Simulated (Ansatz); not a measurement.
# LaCoPO (P4/nmm): equation of state

One table from this session's results is given with a row withheld; the runs are named, their logs left out.

Method: DFT PBE, scalar-relativistic, plane waves, PAW, in Ansatz 0.2.0.

Spin polarisation is switched off on purpose; where the compound carries moments, volume, stiffness and gap are then not the real material's.

## The structure to begin with

It takes space group P4/nmm (No. 129, tetragonal). Conventional cell: a = 3.939 Å, b = 3.939 Å, c = 8.489 Å, α = 90.00°, β = 90.00°, γ = 90.00°. La (site symmetry 4mm) is surrounded by 4 O at 2.35 Å. Around Co (site symmetry -4m2) lie 4 P at 2.24 Å. P (site symmetry 4mm) has 4 Co at 2.24 Å as nearest neighbours. O (site symmetry -4m2) is surrounded by 4 La at 2.35 Å.

Structure file:

```cif
data_structure
_symmetry_space_group_name_H-M 'P4/nmm:1'
_symmetry_Int_Tables_number 129
_cell_length_a 3.9386
_cell_length_b 3.9386
_cell_length_c 8.4894
_cell_angle_alpha 90.000
_cell_angle_beta 90.000
_cell_angle_gamma 90.000
_cell_volume 131.69
loop_
_atom_site_label
_atom_site_type_symbol
_atom_site_symmetry_multiplicity
_atom_site_Wyckoff_symbol
_atom_site_fract_x
_atom_site_fract_y
_atom_site_fract_z
_atom_site_occupancy
La1 La 2 c 0.00000 0.50000 0.84854 1
Co1 Co 2 b 0.50000 0.50000 0.50000 1
P1 P 2 c 0.50000 0.00000 0.62598 1
O1 O 2 a 0.00000 0.00000 0.00000 1
```

An earlier run at PBE left this cell at 16.461 Å³/atom and 0.00 GPa (8×8×4 mesh).

Volume factors to run: 0.980, 1.020, 0.960, 1.040.

The first run:

Input file input.yaml:

```yaml
crystal:
  lattice:
    - [3.9121642939, 0.0, 0.0]
    - [0.0, 3.9121642939, 0.0]
    - [0.0, 0.0, 8.432384266]
  atoms:
    - { symbol: La, position: [0.0, 0.5, 0.8485388744] }
    - { symbol: La, position: [0.5, 0.0, 0.1514611256] }
    - { symbol: Co, position: [0.5, 0.5, 0.5] }
    - { symbol: Co, position: [0.0, 0.0, 0.5] }
    - { symbol: P, position: [0.5, 0.0, 0.6259790174] }
    - { symbol: P, position: [0.0, 0.5, 0.3740209826] }
    - { symbol: O, position: [0.0, 0.0, 0.0] }
    - { symbol: O, position: [0.5, 0.5, 0.0] }
basis:
  ecutwfc: 420
  ecutrho_ratio: 4
kpoints:
  mp_grid: { grid: [8, 8, 4] }
hamiltonian:
  xc: pbe
scf:
  occupations: { method: gaussian, width: 0.05 }
output:
  forces: true
  stress: true
  eigenvalues: true
relax:
  f_tol: 0.01
  max_steps: 40
  cell: { stress_tol: 0.1, fix: [volume] }
```

On the command line:

```console
$ ansatz run input.yaml --threads 1 --pin off --max-ram 2560MiB --backend cpu --events-out ev --progress --plain --runs-dir out
```

Steps of the session up to this table: Volume × 0.980; At 1.020 of the relaxed volume; Volume × 0.960; At 1.040 of the relaxed volume.

One table of the session follows, with a row left open; its other results are not shown here.

It belongs to the step «Energy and pressure against volume». 

```
volume (Å³/atom)  energy (meV/atom)  pressure (GPa)
          15.803               8.65            4.44
          16.132               2.04            2.08
          16.461               0.00            0.00
          16.791                  ?               ?
          17.120               7.42           -3.46
```

Q: Estimate the row for volume (Å³/atom) = 16.791 from the others.

Worked estimate for «energy (meV/atom)». A straight line through the neighbours (16.461, 0.00) and (17.120, 7.42) gives 0.00 + (7.42 − 0.00) × (16.791 − 16.461) / (17.120 − 16.461) = 3.72; a parabola fitted to 3 rows on both sides gives 1.80.

As computed: energy (meV/atom): 1.96; pressure (GPa): -1.83. In «energy (meV/atom)» the line misses by +1.76 and the parabola by -0.16.
